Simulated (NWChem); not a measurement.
**SiH3Br (SMILES [SiH3]Br): levels of theory compared**

Wanted: a comparison of 4 runs (HF/3-21G, B3LYP/def2-TZVP, PBE/def2-TZVP, r2SCAN/def2-TZVP) of SiH3Br. 

The results are computed with NWChem 7.3.0.

2 further runs of the same task are left out: 2 set aside as unsound or not needed. Runs told in other sessions of the task aren't counted.

## Step 1: The molecule

The species is SiH3Br (5 atoms), meant as a singlet with charge 0. As SMILES, `[SiH3]Br`. The coordinates come from a PBE0-D4/def2-TZVP relaxation.

Bond lengths: Si1–Br2 2.219 Å, Si1–H3 1.481 Å, Si1–H4 1.481 Å, Si1–H5 1.481 Å. Angles: Br2–Si1–H3 108.4°, Br2–Si1–H4 108.4°, Br2–Si1–H5 108.4°, H3–Si1–H4 110.5°, H3–Si1–H5 110.5°, H4–Si1–H5 110.5°.

## Step 2: Energy and gradient at HF/3-21G (run 1)

File job.nw:

```
start job
title "BrH3Si"
memory total 2200 mb

geometry units angstrom noautosym nocenter noautoz
  Si      -0.147420       0.056100      -0.043220
  Br       1.853020      -0.705130       0.543250
  H       -1.064550      -0.105170       1.107850
  H       -0.625550      -0.731350      -1.202270
  H       -0.015510       1.485560      -0.405610
end

basis spherical bse
  * library 3-21G
end

scf
  nopen 0
  rhf
  thresh 1e-08
  maxiter 80
  print low
end

task scf gradient
```

The run is started by

```bash
nwchem job.nw > job.out
```

Output:

```text
[...]
  functions       =    41
[...]
  wavefunction    = RHF
[...]
         Total SCF energy =  -2849.197243853093
      One-electron energy =  -4272.174447066591
      Two-electron energy =   1272.146958152965
 Nuclear repulsion energy =    150.830245060533
        Time for solution =      2.5s
[...]
                         RHF ENERGY GRADIENTS
    atom               coordinates                        gradient
                 x          y          z           x          y          z
   1 Si     -0.278583   0.106014  -0.081674    0.029823  -0.011348   0.008742
   2 Br      3.501700  -1.332502   1.026594   -0.032647   0.012423  -0.009571
   3 H      -2.011708  -0.198742   2.093533    0.000461  -0.000669   0.001509
   4 H      -1.182118  -1.382051  -2.271961    0.000887  -0.001275  -0.000725
   5 H      -0.029310   2.807301  -0.766492    0.001476   0.000869   0.000046
 Task  times  cpu:        3.7s     wall:        3.7s
 Total times  cpu:        3.7s     wall:        3.7s
```

Wall time 4.5 s (1 thread of Intel Xeon Platinum 8259CL at 2.50GHz (Skylake/Cascade Lake), shared host); peak memory 0.1 GiB.

## Step 3: Energy and gradient at B3LYP/def2-TZVP (run 2)

File run.py:

```python
from ase import Atoms
from ase.calculators.nwchem import NWChem

atoms = Atoms(['Si', 'Br', 'H', 'H', 'H'], positions=[
    [-0.147420, 0.056100, -0.043220],
    [1.853020, -0.705130, 0.543250],
    [-1.064550, -0.105170, 1.107850],
    [-0.625550, -0.731350, -1.202270],
    [-0.015510, 1.485560, -0.405610],
])

calc = NWChem(
    label='struct',
    theory='dft',
    memory='2200 mb',
    basis='def2-TZVP',
    basispar='spherical bse',
    dft={'xc': 'b3lyp', 'mult': '1', 'grid': 'fine', 'convergence': 'energy 1e-08', 'iterations': '100', 'mulliken': None},
)
atoms.calc = calc

forces = atoms.get_forces()
print(f"energy = {atoms.get_potential_energy():.6f} eV")
print("forces (eV/A):")
for s, f in zip(atoms.symbols, forces):
    print(f"{s:2s} {f[0]:10.5f} {f[1]:10.5f} {f[2]:10.5f}")
print("dipole (e A):", atoms.get_dipole_moment().round(4))
```

The run is started by

```bash
export ASE_NWCHEM_COMMAND="nwchem PREFIX.nwi > PREFIX.nwo"
python run.py
```

Output:

```text
energy = -77975.569772 eV
forces (eV/A):
Si   -0.26436    0.10058   -0.07739
Br    0.23109   -0.08793    0.06777
H     0.03980    0.01435   -0.07045
H     0.01435    0.05055    0.06304
H    -0.02088   -0.07754    0.01702
dipole (e A): [-0.2425  0.0923 -0.0711]
```

The calculator wrote struct.nwi:

```
title "struct"

permanent_dir struct

scratch_dir struct

start struct

geometry units angstrom nocenter noautosym noautoz
  Si -1.4742000000000000e-01 5.6099999999999997e-02 -4.3220000000000001e-02
  Br 1.8530199999999999e+00 -7.0513000000000003e-01 5.4325000000000001e-01
  H  -1.0645500000000001e+00 -1.0517000000000000e-01 1.1078500000000000e+00
  H  -6.2555000000000005e-01 -7.3134999999999994e-01 -1.2022699999999999e+00
  H  -1.5509999999999999e-02 1.4855600000000000e+00 -4.0561000000000003e-01
end

memory 2200 mb

basis spherical bse noprint
   * library def2-TZVP
end

dft
  xc b3lyp
  mult 1
  grid fine
  convergence energy 1e-08
  iterations 100
  mulliken
end

task dft gradient
```

struct.nwo, shortened:

```text
[...]
         Total DFT energy =    -2865.549358711404
[...]
  wavefunction    = closed shell
                         DFT ENERGY GRADIENTS
    atom               coordinates                        gradient
                 x          y          z           x          y          z
   1 Si     -0.278583   0.106014  -0.081674    0.005141  -0.001956   0.001505
   2 Br      3.501700  -1.332502   1.026594   -0.004494   0.001710  -0.001318
   3 H      -2.011708  -0.198742   2.093533   -0.000774  -0.000279   0.001370
   4 H      -1.182118  -1.382051  -2.271961   -0.000279  -0.000983  -0.001226
   5 H      -0.029310   2.807301  -0.766492    0.000406   0.001508  -0.000331
[...]
```

Run time: 63 s. Hardware: 1 thread of Intel Xeon Platinum 8259CL at 2.50GHz (Skylake/Cascade Lake), shared host; peak memory 0.14 GiB.

Run 3 isn't shown in full; the table further down has it.

## Step 4: Energy and gradient at r2SCAN/def2-TZVP (run 4)

File sp.nw:

```
start sp
title "BrH3Si gradient"
memory total 2200 mb

geometry units atomic noautosym nocenter noautoz
   Si  -0.27858343   0.10601364  -0.08167396
   Br   3.50170030  -1.33250258   1.02659372
   H   -2.01170795  -0.19874250   2.09353309
   H   -1.18211818  -1.38205120  -2.27196103
   H   -0.02930965   2.80730154  -0.76649181
end

basis "ao basis" spherical bse
   * library def2-TZVP
end

dft
   xc r2scan
   grid fine
   convergence energy 1e-08
   iterations 100
   mulliken
   print medium
end

task dft gradient
```

The run is started by

```bash
nwchem sp.nw > sp.out
```

Output:

```text
[...]
          Wavefunction type:  closed shell.
          No. of atoms     :     5
          No. of electrons :    52
[...]
          Charge           :     0
          Spin multiplicity:     1
[...]
          AO basis - number of functions:   103
[...]
              XC Information
              --------------
                      r^2SCAN Method XC Functional
               r^2SCAN metaGGA Exchange Functional  1.000
                     r^2SCAN Correlation Potential  1.000
[...]
 d= 0,ls=0.0,diis     1  -2865.4181822729 -3.02D+03  5.30D-03  7.42D-01    10.0
[...]
 d= 0,ls=0.0,diis     8  -2865.4508096652  4.35D-09  2.23D-06  1.56D-07    53.1
         Total DFT energy =    -2865.450809665204
      One electron energy =    -4286.221984826817
           Coulomb energy =     1383.282742476163
    Exchange-Corr. energy =     -113.341801471445
 Nuclear repulsion energy =      150.830234156895
[...]
      Total Density - Mulliken Population Analysis
     ---------------------------------------------
    Atom       Charge   Shell Charges
 -----------   ------   -------------------------------------------------------
    1 Si  14    13.70   2.00  0.57  1.39  0.91  0.39  4.13  1.69  0.58  1.42  0.29  0.13  0.17  0.03
    2 Br  35    35.24   2.00  2.01  1.16  0.77  1.04  0.95  6.00  5.93  1.34  2.76  1.23  8.95  1.00  0.05  0.04  0.00
    3 H    1     1.02   0.25  0.55  0.21  0.01
    4 H    1     1.02   0.25  0.55  0.21  0.01
    5 H    1     1.02   0.25  0.55  0.21  0.01
[...]
  wavefunction    = closed shell
                         DFT ENERGY GRADIENTS
    atom               coordinates                        gradient
                 x          y          z           x          y          z
   1 Si     -0.278583   0.106014  -0.081674    0.000610  -0.000236   0.000176
   2 Br      3.501700  -1.332503   1.026594   -0.000792   0.000301  -0.000232
   3 H      -2.011708  -0.198743   2.093533   -0.000103  -0.000125   0.000430
   4 H      -1.182118  -1.382051  -2.271961    0.000045  -0.000329  -0.000315
   5 H      -0.029310   2.807302  -0.766492    0.000240   0.000388  -0.000059
[...]
```

Wall time 81 s (1 thread of Intel Xeon Platinum 8259CL at 2.50GHz (Skylake/Cascade Lake), shared host); peak memory 0.14 GiB.

## Step 5: The series

```csv
run,level,iteration cap,module,energy (Eh),largest force (eV/Å),wall time
1,HF/3-21G,80,scf,-2849.197244,1.862,4.5 s
2,B3LYP/def2-TZVP,100,dft,-2865.549359,0.293,63 s
3,PBE/def2-TZVP,100,dft,-2864.948375,0.255,87 s
4,r2SCAN/def2-TZVP,100,dft,-2865.450810,0.045,81 s
```

## Step 6: Summary of results

| quantity | value |
| --- | --- |
| run 4: total energy | -2865.45081 Eh |
| run 4: dipole moment | 1.26 D |
| run 4: HOMO energy | -7.54 eV |
| run 4: LUMO energy | -0.83 eV |
| run 4: HOMO–LUMO gap | 6.71 eV |
| run 4: largest force on an atom | 0.045 eV/Å |

In words: Over runs 2, 3, 4 the dipole moment (its size) runs from 1.19 D (PBE/def2-TZVP) to 1.29 D (B3LYP/def2-TZVP). Over runs 2, 3, 4 the HOMO–LUMO gap runs from 5.97 eV (PBE/def2-TZVP) to 7.65 eV (B3LYP/def2-TZVP). Totals of different functionals can't be ranked against each other. All runs together took 3.9 min, the longest 87 s.
